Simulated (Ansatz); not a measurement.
# SrB (rocksalt): equation of state and elastic constants, part 2 of 2

Aim: the bulk modulus of SrB (rocksalt) from energies at several volumes around the relaxed one, then the elastic tensor. This structure was made by substitution into a known type, so it needn't be the compound's stable form.

Ansatz 0.2.0; DFT PBEsol, scalar-relativistic, plane waves, PAW.

### 7 Elastic constants, atoms relaxed

Input file input.yaml:

```yaml
crystal:
  lattice:
    - [0.0, 2.9409153229, 2.9409153229]
    - [2.9409153229, 0.0, 2.9409153229]
    - [2.9409153229, 2.9409153229, 0.0]
  atoms:
    - { symbol: Sr, position: [0.5, 0.5, 0.5] }
    - { symbol: B, position: [0.0, 0.0, 0.0] }
basis:
  ecutwfc: 420
  ecutrho_ratio: 4
kpoints:
  mp_grid: { grid: [10, 10, 10] }
hamiltonian:
  xc: pbesol
scf:
  occupations: { method: gaussian, width: 0.05 }
output:
  forces: true
  stress: true
  eigenvalues: true
elastic:
  mode: relaxed_ion
  stencil: two_point
```

Command:

```bash
> ansatz run input.yaml --threads 4 --pin off --max-ram 4096MiB --backend cpu --events-out ev --progress --plain --runs-dir out
```

The log of the run:

```text
Warning: RAYON_NUM_THREADS=4 ignored (pool sized by the plan → 4); use --threads N
Engine: ansatz 0.2.0, x86_64-unknown-linux-gnu
Pseudopotentials: kind: paw
Pseudopotential: Sr, paw, valence charge 10, recommended cutoff 420 eV (normal), Sr.paw.azcp
Pseudopotential: B, paw, valence charge 3, recommended cutoff 420 eV (normal), B.paw.azcp
Functional definition: PBEsol
  exchange = pbesol_x
  correlation = pbesol_c
Crystal: 2 atoms, lattice volume = 50.872 Å³
Basis set: ecut = 420 eV, 965 PW (Γ), exchange–correlation on 60×60×60 points (8 copies of the dense FFT grid, shifted against one another)
Bands: 11, of which v1, the nominal top of the filled ones, is band 7 counted from 1 (6 counted from 0)
Symmetry: 48 space group operations
Space group: Fm-3m (ITA 225), of the structure as read, at distance tolerance 3.7e-5 Å
k-points: 47 of 1000
Non-local potential: Sr, projectors of the file, l = 0: 3, l = 1: 2, l = 2: 2
Non-local potential: B, projectors of the file, l = 0: 2, l = 1: 2, l = 2: 1
PAW form: soft (Blöchl's): semilocal exchange-correlation on the pseudo side does not see the compensation charge
PAW frozen core: Sr, regenerated for the run's functional, and the local potential with it (the file was generated under x = pbe(κ = 0.804, μ = 0.2195149727645171), c = pbe(β = 0.06672455060314922))
PAW frozen core: B, regenerated for the run's functional, and the local potential with it (the file was generated under x = pbe(κ = 0.804, μ = 0.2195149727645171), c = pbe(β = 0.06672455060314922))
PAW one-centre angular grid: Sr, 110 points (default); XC on 64 Gauss nodes
PAW one-centre angular grid: B, 110 points (default); XC on 64 Gauss nodes
Initial density: superposition of atomic densities (neutral atoms: chi_scale 0, normalization atom), corrected by the library's trained network
Initial wavefunctions: pseudopotential atomic-orbital guess
Functional: x = pbesol(κ = 0.804, μ = 0.12345679012345678), c = pbesol(β = 0.046)
SCF iter   1: F=—  HF=-3642.421824 eV  |F-HF|=—  |Δ(HF+E_count)|=         —  Δρ=4.86e-3  dr2=2.29e-2  ethr=1.77e-3  ⟨swp⟩=7.4  Hψ=4142  notcnv=0
preconditioner: auto → Kerker (q_TF=auto, 2.173 Å⁻¹)  [metal: Δε(μ)=0.020 eV  Ē_g=13.776 eV  σ=0.050 eV  W_gap=0.22  n_scr=14 (ndim 8)  ℏωp=17.3 eV  f_vac=0.000  D(μ)=4.20/eV (n_scr^D=58)]
SCF iter   2: F=—  HF=-3642.417224 eV  |F-HF|=—  |Δ(HF+E_count)|=   4.60e-3  Δρ=2.50e-3  dr2=6.28e-3  ethr=1.76e-4  ⟨swp⟩=1.7  Hψ=978  notcnv=0  defer=7
SCF iter   3: F=—  HF=-3642.415839 eV  |F-HF|=—  |Δ(HF+E_count)|=   1.39e-3  Δρ=4.56e-4  dr2=1.11e-4  ethr=4.83e-5  ⟨swp⟩=2.0  Hψ=673  notcnv=0  defer=9
SCF iter   4: F=—  HF=-3642.415863 eV  |F-HF|=—  |Δ(HF+E_count)|=   2.43e-5  Δρ=1.15e-4  dr2=1.02e-5  ethr=8.51e-7  ⟨swp⟩=2.1  Hψ=733  notcnv=0  defer=9
SCF iter   5: F=—  HF=-3642.415861 eV  |F-HF|=—  |Δ(HF+E_count)|=   2.20e-6  Δρ=2.17e-5  dr2=3.29e-7  ethr=7.84e-8  ⟨swp⟩=2.0  Hψ=608  notcnv=0  defer=9
SCF iter   6: F=—  HF=-3642.415865 eV  |F-HF|=—  |Δ(HF+E_count)|=   3.90e-6  Δρ=4.12e-6  dr2=9.60e-9  ethr=2.53e-9  ⟨swp⟩=2.3  Hψ=676  notcnv=0  defer=9
SCF iter   7: F=—  HF=-3642.415865 eV  |F-HF|=—  |Δ(HF+E_count)|=   1.91e-9  Δρ=7.63e-7  dr2=6.70e-10  ethr=7.39e-11  ⟨swp⟩=2.4  Hψ=782  notcnv=0  defer=9
SCF iter   8: F=—  HF=-3642.415865 eV  |F-HF|=—  |Δ(HF+E_count)|=  1.73e-10  Δρ=2.26e-7  dr2=1.58e-11  ethr=5.15e-12  ⟨swp⟩=2.7  Hψ=802  notcnv=0  defer=9
SCF iter   9: F=—  HF=-3642.415865 eV  |F-HF|=—  |Δ(HF+E_count)|=  4.09e-12  Δρ=3.51e-8  dr2=7.59e-13  ethr=1.22e-13 (applied; sched 1.00e-12)  ⟨swp⟩=2.2  Hψ=786  notcnv=0  defer=24
SCF iter  10: F=-3642.415865 eV  HF=-3642.415865 eV  |F-HF|=4.55e-13  |Δ(HF+E_count)|=  9.09e-13  Δρ=5.02e-9  dr2=9.91e-15  ethr=1.00e-12  ⟨swp⟩=7.1  Hψ=2182  notcnv=0
SCF 1 converged in 10 iterations: F = -3642.415865 eV  dr2 = 9.91e-15
Crystal: 2 atoms, lattice volume = 50.770 Å³
Symmetry: 16 space group operations
k-points: 102 of 1000
Initial density: handed on by an earlier stage of this run
Initial wavefunctions: those handed on with the density
[... 2 lines left out ...]
preconditioner: auto → Kerker (q_TF=auto, 2.174 Å⁻¹)  [metal: Δε(μ)=0.006 eV  Ē_g=13.766 eV  σ=0.050 eV  W_gap=0.06  n_scr=14 (ndim 8)  ℏωp=17.3 eV  f_vac=0.000  D(μ)=4.48/eV (n_scr^D=58)]
[... 6 lines left out ...]
SCF 2 converged in 7 iterations: F = -3642.415832 eV  dr2 = 9.40e-14
Crystal: 2 atoms, lattice volume = 50.974 Å³
[... 2 lines left out ...]
preconditioner: auto → Kerker (q_TF=auto, 2.173 Å⁻¹)  [metal: Δε(μ)=0.007 eV  Ē_g=13.745 eV  σ=0.050 eV  W_gap=0.08  n_scr=14 (ndim 8)  ℏωp=17.2 eV  f_vac=0.000  D(μ)=4.45/eV (n_scr^D=58)]
[... 5 lines left out ...]
SCF 3 converged in 6 iterations: F = -3642.415790 eV  dr2 = 5.42e-15
Symmetry: 8 space group operations
k-points: 171 of 1000
[... 2 lines left out ...]
preconditioner: auto → Kerker (q_TF=auto, 2.173 Å⁻¹)  [metal: Δε(μ)=0.003 eV  Ē_g=13.747 eV  σ=0.050 eV  W_gap=0.03  n_scr=14 (ndim 8)  ℏωp=17.3 eV  f_vac=0.000  D(μ)=4.47/eV (n_scr^D=58)]
[... 3 lines left out ...]
SCF iter   5: F=—  HF=-3642.415878 eV  |F-HF|=—  |Δ(HF+E_count)|=  1.40e-10  Δρ=2.61e-7  dr2=4.11e-11  ethr=2.12e-12  ⟨swp⟩=2.2  Hψ=2644  notcnv=0  defer=60
SCF iter   6: F=—  HF=-3642.415878 eV  |F-HF|=—  |Δ(HF+E_count)|=  3.64e-12  Δρ=4.73e-8  dr2=5.72e-13  ethr=3.16e-13 (applied; sched 1.00e-12)  ⟨swp⟩=1.5  Hψ=2183  notcnv=0  defer=62
SCF iter   7: F=-3642.415878 eV  HF=-3642.415878 eV  |F-HF|=2.73e-12  |Δ(HF+E_count)|=  1.82e-12  Δρ=6.87e-9  dr2=2.77e-14  ethr=1.00e-12  ⟨swp⟩=5.0  Hψ=6322  notcnv=0
SCF 4 converged in 7 iterations: F = -3642.415878 eV  dr2 = 2.77e-14
iter 1 solved again at ethr=3.46e-11 eV; its pass at ethr=3.10e-3 eV (dr2=4.50e-9 eV) is discarded
SCF iter   1: F=—  HF=-3642.415877 eV  |F-HF|=—  |Δ(HF+E_count)|=         —  Δρ=2.97e-6  dr2=4.44e-9  ethr=3.46e-11  ⟨swp⟩=2.9  Hψ=15061  notcnv=0  defer=52
preconditioner: auto → Kerker (q_TF=auto, 2.173 Å⁻¹)  [metal: Δε(μ)=0.003 eV  Ē_g=13.747 eV  σ=0.050 eV  W_gap=0.04  n_scr=14 (ndim 8)  ℏωp=17.3 eV  f_vac=0.000  D(μ)=4.47/eV (n_scr^D=58)]
SCF iter   2: F=—  HF=-3642.415878 eV  |F-HF|=—  |Δ(HF+E_count)|=   1.09e-6  Δρ=1.63e-6  dr2=1.40e-9  ethr=3.41e-11  ⟨swp⟩=1.0  Hψ=1817  notcnv=0  defer=52
SCF iter   3: F=—  HF=-3642.415878 eV  |F-HF|=—  |Δ(HF+E_count)|=  1.86e-11  Δρ=2.74e-7  dr2=5.06e-11  ethr=1.08e-11  ⟨swp⟩=1.7  Hψ=2103  notcnv=0  defer=52
SCF iter   4: F=—  HF=-3642.415878 eV  |F-HF|=—  |Δ(HF+E_count)|=  5.91e-12  Δρ=6.00e-8  dr2=2.30e-12  ethr=3.89e-13 (applied; sched 1.00e-12)  ⟨swp⟩=2.2  Hψ=2395  notcnv=0  defer=58
SCF iter   5: F=—  HF=-3642.415878 eV  |F-HF|=—  |Δ(HF+E_count)|=  3.18e-12  Δρ=1.45e-8  dr2=1.04e-13  ethr=1.77e-14 (applied; sched 1.00e-12)  ⟨swp⟩=2.5  Hψ=2787  notcnv=0  defer=64
SCF iter   6: F=-3642.415878 eV  HF=-3642.415878 eV  |F-HF|=9.09e-13  |Δ(HF+E_count)|=  4.55e-13  Δρ=2.56e-9  dr2=2.60e-15  ethr=1.00e-12  ⟨swp⟩=4.1  Hψ=5880  notcnv=0
SCF 5 converged in 6 iterations: F = -3642.415878 eV  dr2 = 2.60e-15
SCF converged after 10 iterations
Free energy (F): -3642.415865 eV
Harris-Foulkes:  -3642.415865 eV  (|F-HF|=4.55e-13)
Internal energy: -3642.410277 eV  (E = F + TS)
E sigma→0 (E₀):  -3642.413071 eV
Entropy (-TS):   -0.005588 eV (-2.794 meV/atom)
Fermi energy:    5.928086 eV
--- Per-component energies (eV) ---
  E_band       = -103.628424
  E_kinetic    = 283.379204
  E_local      = -699.414419  (includes V_loc(G=0)·N_el)
  E_nonlocal   = 218.309125
  E_hartree    = 166.277882
  E_xc         = -199.565835
  E_vxc        = -194.293411  (∫ρ·V_xc dr)
  E_paw        = -2719.776956  (= ΣΔE_a)
  E_vpaw       = -44.164686  (= ΣTr[D̂ρ^β])
  E_aug_tail   = -0.000003  (compensation charges beyond the density's cutoff)
  E_ewald      = -691.768334
  E_core_change = 0.149058  (= ΣΔE_core)
  E_smearing   = -0.005588  (= −TS)
  E_closure    = 0.000000  (closes the sum)
  Σ components = -3642.415865   (vs F -3642.415865, Δ=0.00e0)
--- Forces (eV/Å), atoms counted from 1 ---
  atom   1  Sr     0.00000000    -0.00000000    -0.00000000
  atom   2  B     -0.00000000     0.00000000    -0.00000000
  max |Σ_I F_I| component: 1.94e-29 eV/Å
--- Stress (GPa, compression-positive) ---
       -0.031952       0.000000      -0.000000
        0.000000      -0.031952      -0.000000
       -0.000000      -0.000000      -0.031952
  P = ⅓ Tr σ = -0.0320 GPa (-0.320 kbar)
--- Band table (eV; the first three rows and the last of 47) ---
  k-point 0: bands = ["-28.4654", "-10.4245", "-10.4245", "-10.4245", "-0.7547", "7.6507", "7.6507", "7.6507", "9.5014", "9.5014", "9.5014"]
  k-point 1: bands = ["-28.4631", "-10.4604", "-10.4277", "-10.4277", "-0.6207", "7.0882", "7.3550", "7.3550", "9.6163", "9.7009", "9.7009"]
  k-point 2: bands = ["-28.4571", "-10.5520", "-10.4360", "-10.4360", "-0.2457", "6.0239", "6.8014", "6.8014", "9.7621", "10.1914", "10.1914"]
  k-point 46: bands = ["-28.4333", "-10.6630", "-10.6059", "-10.5495", "0.7475", "5.4537", "5.7276", "5.7368", "9.6423", "11.1770", "12.5415"]
--- Elastic constants: 2 strain directions × 2 members + reference (group order 48) ---
  dense FFT box of the reference and of every strained cell: 30×30×30
  strains applied: 11, 23; error gains: componentwise 1.00 (the most a stress slope's error grows in a printed constant), spectral 1.73 (1 for all six strains in a standard setting)
  C = ∂σ_k/∂η_j (tension-positive GPa; Voigt order 11 22 33 23 13 12):
        78.600     18.402     18.402      0.000      0.000     -0.000
        18.402     78.600     18.402     -0.000      0.000      0.000
        18.402     18.402     78.600     -0.000     -0.000      0.000
        -0.000      0.000      0.000    -29.472     -0.000      0.000
         0.000     -0.000      0.000      0.000    -29.472     -0.000
        -0.000      0.000     -0.000      0.000      0.000    -29.472
  reference stress σ⁰ (GPa):      0.032      0.032      0.032      0.000      0.000     -0.000
  C* (energy form; C + prestress term) asymmetry max|C*_kj − C*_jk| = 1.066e-14 GPa — a small one proves nothing (zero by symmetry where the batch's group is 432, −43m or m−3m); a large one is finite-difference/SCF noise where every solve meets its electron count
  moduli (Voigt/Reuss/Hill, GPa): K = 38.47/38.47/38.47   G = -5.64/-141.47/-73.56   E = -608.52   ν = 3.136
  mechanically stable: NO (min eigenvalue of sym C = -29.47 GPa)
  strain η (Voigt 11):  stress-route row diagonal C_11 = 78.60 GPa, energy-path curvature d²(F+E_count+ΔE)/dδ²/Ω₀ = 78.55 GPa
         δ    σ_11 (GPa)             F (eV)   n_scf  n_hpsi   n_pw
    -2.000e-3      -0.1255       -3642.4158322       7   22271   1006   relax 0 steps, max|allowed force component| 3.33e-31 eV/Å
     2.000e-3       0.1889       -3642.4157899       6   19376   1010   relax 0 steps, max|allowed force component| 1.28e-30 eV/Å
  strain η (Voigt 23):  stress-route row diagonal C_44 = -29.47 GPa, energy-path curvature d²(F+E_count+ΔE)/dδ²/Ω₀ = -29.53 GPa
         δ    σ_23 (GPa)             F (eV)   n_scf  n_hpsi   n_pw
    -2.000e-3       0.0589       -3642.4158781       7   34877   1010   relax 0 steps, max|allowed force component| 4.04e-30 eV/Å
     2.000e-3      -0.0589       -3642.4158781       6   32431   1010   relax 0 steps, max|allowed force component| 2.76e-30 eV/Å
```

It took 33 s on 4 threads of Intel Xeon at 2.50GHz (Skylake/Cascade Lake), shared host; peak memory 0.43 GiB.

This gives: volume 25.436 Å³/atom, pressure -0.03 GPa, a metal on this mesh.

C in GPa, rows and columns xx, yy, zz, yz, xz, xy:

```
 78.6  18.4  18.4   0.0   0.0   0.0
 18.4  78.6  18.4   0.0   0.0   0.0
 18.4  18.4  78.6   0.0   0.0   0.0
  0.0   0.0   0.0 -29.5   0.0   0.0
  0.0   0.0   0.0   0.0 -29.5   0.0
  0.0   0.0   0.0   0.0   0.0 -29.5
```

### 8 What came out

What follows sums up all 2 parts.

| quantity | value |
| --- | --- |
| V0 | 25.423 Å³/atom |
| B0 | 38 GPa |
| B0′ | 3.5 |
| scatter of the fit | 0.001 meV/atom |
| C11, C12, C44 | 79, 18, -30 GPa |

In words: The fitted minimum lies at 25.42 Å³/atom, and the bulk modulus is 38 GPa, which is soft. One per cent of compression takes about 0.38 GPa. The tensor has a negative eigenvalue (-30 GPa), so the cell is mechanically unstable at this level. These are values at 0 K without zero-point motion.
